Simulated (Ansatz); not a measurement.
Molecular dynamics of H$_{4}$CN$_{2}$O

Input:

```yaml
crystal:
  lattice:
    - [0.0, 5.63984, 4.73589]
    - [5.63984, 0.0, 4.73589]
    - [5.63984, 5.63984, 0.0]
  atoms:
    - { symbol: H, position: [0.39870269, 0.96553497, 0.32200311] }
    - { symbol: H, position: [0.41396121, 0.31365841, 0.47947029] }
    - { symbol: H, position: [0.8629128, 0.52196783, 0.32967982] }
    - { symbol: H, position: [0.36115631, 0.43391429, 0.85503626] }
    - { symbol: H, position: [0.6695464, 0.22767245, 0.90378571] }
    - { symbol: H, position: [0.02542898, 0.94641763, 0.74853238] }
    - { symbol: H, position: [0.24737945, 0.60434604, 0.28018954] }
    - { symbol: H, position: [1.0043739, 0.11554174, 0.18006461] }
    - { symbol: C, position: [0.41437853, 0.86345555, 0.11774589] }
    - { symbol: C, position: [0.0629375, 0.61588733, 0.88171502] }
    - { symbol: "N", position: [0.34760067, 0.86536985, 0.31045368] }
    - { symbol: "N", position: [0.57721217, 0.27255231, 0.38725151] }
    - { symbol: "N", position: [0.75510835, 0.50058795, 0.48344419] }
    - { symbol: "N", position: [0.27699095, 0.58740249, 0.78685621] }
    - { symbol: O, position: [0.53559945, -0.01270277, 0.94097202] }
    - { symbol: O, position: [0.96797953, 0.44409169, 0.00695061] }
    - { symbol: H, position: [0.85473911, 0.35049256, 0.89507412] }
    - { symbol: H, position: [0.77720391, 0.81593411, 0.90603493] }
    - { symbol: H, position: [0.31073395, 0.76504701, 0.99855786] }
    - { symbol: H, position: [0.96068672, 0.86811705, 0.29293034] }
    - { symbol: H, position: [0.23410159, 0.76696733, 0.45133459] }
    - { symbol: H, position: [0.67639801, 0.37774832, 0.2652502] }
    - { symbol: H, position: [0.62475284, 0.43906774, 0.55822059] }
    - { symbol: H, position: [0.35489957, 0.71129414, 0.71210121] }
    - { symbol: C, position: [0.85711938, 0.45729566, 0.60892814] }
    - { symbol: C, position: [0.67358486, 0.05222537, 0.39744211] }
    - { symbol: "N", position: [0.76394178, 0.35501854, 0.82104966] }
    - { symbol: "N", position: [-0.05369845, 0.81495387, 0.84175917] }
    - { symbol: "N", position: [0.34643719, 0.71159648, 0.12486397] }
    - { symbol: "N", position: [0.89867369, 0.01711709, 0.29365429] }
    - { symbol: O, position: [0.02766032, 0.53257986, 0.51418545] }
    - { symbol: O, position: [0.55360103, 0.92121103, 0.47909246] }
basis:
  ecutwfc: 420.0
kpoints:
  mp_grid: { grid: [2, 2, 2] }
hamiltonian:
  xc: lda
scf:
  occupations: { method: fermi_dirac, width: 0.05 }
  lower_state_search: "off"
md:
  timestep: 0.5
  n_steps: 200
  ensemble: nvt_langevin
  temperature: 910.0
  initial_velocities: maxwell_boltzmann
  seed: 693114
  friction: 0.02
```

Command:

```bash
$ ansatz run input.yaml --threads 1 --pin off --max-ram 3072MiB --backend cpu --events-out ev --progress --plain --runs-dir out
```

It goes on from the last frame of an earlier run, with new velocities.

Output, in part (step lines):

```
md step     0: t =     0.00 fs  T =   881.6 K  F+E_penalty+E_count = -6438.61387187 eV  E_kin = 3.646425 eV  (10 SCF iters)
md step     1: t =     0.50 fs  T =   943.8 K  F+E_penalty+E_count = -6438.75958144 eV  E_kin = 3.903743 eV  (9 SCF iters)
md step     2: t =     1.00 fs  T =   894.6 K  F+E_penalty+E_count = -6438.72654182 eV  E_kin = 3.700337 eV  (9 SCF iters)
md step     3: t =     1.50 fs  T =   820.4 K  F+E_penalty+E_count = -6438.51402236 eV  E_kin = 3.393532 eV  (9 SCF iters)
md step     4: t =     2.00 fs  T =   748.2 K  F+E_penalty+E_count = -6438.21686165 eV  E_kin = 3.094752 eV  (8 SCF iters)
md step     5: t =     2.50 fs  T =   689.0 K  F+E_penalty+E_count = -6438.02253786 eV  E_kin = 2.849957 eV  (6 SCF iters)
md step     6: t =     3.00 fs  T =   700.1 K  F+E_penalty+E_count = -6438.01900361 eV  E_kin = 2.895941 eV  (7 SCF iters)
md step     7: t =     3.50 fs  T =   745.2 K  F+E_penalty+E_count = -6438.14664472 eV  E_kin = 3.082291 eV  (7 SCF iters)
[... lines left out ...]
md step   200: t =   100.00 fs  T =   940.1 K  F+E_penalty+E_count = -6437.04973413 eV  E_kin = 3.888623 eV  (9 SCF iters)
```

The steps, from the saved trajectory:

```
time (fs)  T (K)  potential energy less start (eV)
      0.0    882                             0.000
      3.0    700                             0.595
      6.0    759                             0.655
      9.0    628                             1.317
     12.0    630                             1.330
     15.0    731                             1.132
     18.0    639                             1.348
     21.0    773                             1.067
     24.0    843                             0.853
     27.0    844                             0.429
     30.0    881                             0.644
     33.0    699                             1.072
     36.0    703                             1.058
     39.0    846                             0.771
     42.0    803                             1.474
     45.0    911                             1.154
     48.0    887                             1.148
     51.0    989                             1.179
     54.0   1003                             1.031
     57.0   1154                             0.958
     60.0   1180                             0.536
     63.0   1059                             0.836
     66.0   1056                             0.935
     69.0    995                             1.479
     72.0    903                             2.005
     75.0   1073                             1.628
     78.0   1087                             1.627
     81.0   1022                             1.231
     84.0    905                             1.524
     87.0    902                             1.540
     90.0   1098                             1.045
     93.0   1005                             0.978
     96.0   1074                             1.051
     99.0    935                             1.510
```

The run went to its last step. The mean temperature of the second half is 13 % above the set value. A run of 0.1 ps of so small a system gives no equilibrium averages.

Mean squared displacements from the first frame to the last, about the centre of mass: H 0.54 Å², C 0.13 Å², N 0.29 Å², O 0.22 Å².

Last frame:

```xyz
32
Lattice="0.0000 5.6398 4.7359 5.6398 0.0000 4.7359 5.6398 5.6398 0.0000" Properties=species:S:1:pos:R:3
H 7.553 3.298 5.830
H 4.392 4.226 3.377
H 4.503 6.611 6.263
H 7.059 7.021 3.150
H 6.052 9.025 4.447
H 9.309 4.575 4.765
H 4.151 2.972 4.629
H 1.412 5.605 4.899
C 5.616 2.788 6.293
C 8.017 5.372 3.299
N 6.481 3.362 5.528
N 3.664 4.838 3.799
N 4.862 7.422 5.803
N 7.313 6.280 3.866
O 5.668 7.923 2.658
O 2.258 5.414 6.731
H 7.304 9.383 5.905
H 9.308 9.571 7.944
H 9.363 7.701 5.969
H 6.621 6.646 8.268
H 6.159 3.417 4.640
H 3.707 5.043 4.788
H 4.872 7.181 4.794
H 7.108 6.385 4.892
C 5.862 8.294 6.248
C 2.520 5.511 3.137
N 6.660 8.832 5.273
N 8.790 4.459 3.873
N 4.481 2.616 5.575
N 1.710 6.092 4.075
O 6.177 2.909 2.698
O 8.174 5.774 6.661
```

Run time: 12 min on 1 thread of Intel(R) Xeon(R) 6975P-C (Granite Rapids), with other jobs on the host, peak memory 0.68 GiB.
